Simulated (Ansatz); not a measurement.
# LiPbO: a trial structure relaxed

Aim: relax a trial structure of LiPbO and see where it ends.

Method: DFT PBE, scalar-relativistic, plane waves, PAW, in Ansatz 0.2.0.

2 further runs of the same task are left out: 1 that didn't finish, 1 set aside as unsound or not needed.

### Step 1. The system as given

It takes space group P4/nmm (No. 129, tetragonal). The conventional cell has a = 3.361 Å, b = 3.361 Å, c = 4.753 Å, α = 90.00°, β = 90.00°, γ = 90.00°. Around Li (site symmetry -4m2) lie 4 O at 2.06 Å. Pb (site symmetry -4m2) is surrounded by 4 O at 2.06 Å. O (site symmetry 4mm) is surrounded by 4 Li at 2.06 Å and 4 Pb at 2.06 Å.

Coordinates:

```
CELL_PARAMETERS angstrom
3.36066 0.00000 0.00000
0.00000 3.36066 0.00000
0.00000 0.00000 4.75269
ATOMIC_POSITIONS crystal
Li 0.00000 0.00000 0.00000
Li 0.50000 0.50000 0.00000
Pb 0.50000 0.50000 0.50000
Pb 0.00000 0.00000 0.50000
O 0.50000 0.00000 0.75000
O 0.00000 0.50000 0.25000
```

A structure generator made this guess: ordered mixture on the cation sites of antifluorite (P4/nmm, No. 129). Lengths come from tabulated atomic sizes and are only a guess.

### Step 2. The guess as it stands, on a coarse mesh

Input file input.yaml:

```yaml
crystal:
  lattice:
    - [3.3606622, 0.0, 0.0]
    - [0.0, 3.3606622, 0.0]
    - [0.0, 0.0, 4.75269406]
  atoms:
    - { symbol: Li, position: [0.0, 0.0, 0.0] }
    - { symbol: Li, position: [0.5, 0.5, 0.0] }
    - { symbol: Pb, position: [0.5, 0.5, 0.5] }
    - { symbol: Pb, position: [0.0, 0.0, 0.5] }
    - { symbol: O, position: [0.5, 0.0, 0.75] }
    - { symbol: O, position: [0.0, 0.5, 0.25] }
basis:
  ecutwfc: 420
kpoints:
  mp_grid: { grid: [6, 6, 4] }
hamiltonian:
  xc: pbe
scf:
  occupations: { method: gaussian, width: 0.1 }
  lower_state_search: "off"
output:
  forces: true
  stress: true
  eigenvalues: true
```

Started as:

```sh
$ ansatz run input.yaml --threads 1 --pin off --max-ram 2048MiB --backend cpu --events-out ev --progress --plain --runs-dir out
```

Further runs follow: rough relaxation on the coarse mesh; relaxation on the finer mesh.

Before running it: what results should come out? Wanted: conventional cell; volume; energy over the elements; gap on the mesh.

As calculated:

| quantity | value |
| --- | --- |
| symmetry at the end (tolerance 0.05 Å) | space group P4/nmm (No. 129) |
| conventional cell | a = 4.115 Å, b = 4.115 Å, c = 5.974 Å, α = 90.00°, β = 90.00°, γ = 90.00° |
| volume | 16.86 Å³/atom |
| energy over the elements (uncorrected; H, N, O, F and Cl as molecules) | -0.69 eV/atom |
| gap on the mesh | none (metal) |

The space group P4/nmm (No. 129) is kept, and the volume per atom grows by 88.5 % from the first guess. It lies below the elements, which doesn't yet make it stable: competing phases were not computed in this session. No finished test with a distortion of lower symmetry is shown, so the end may be a saddle point. The runs treat Pb without spin-orbit coupling. Where forces pass 15 eV/Å atoms stand far too close, the PAW spheres overlap strongly and those numbers are rough.
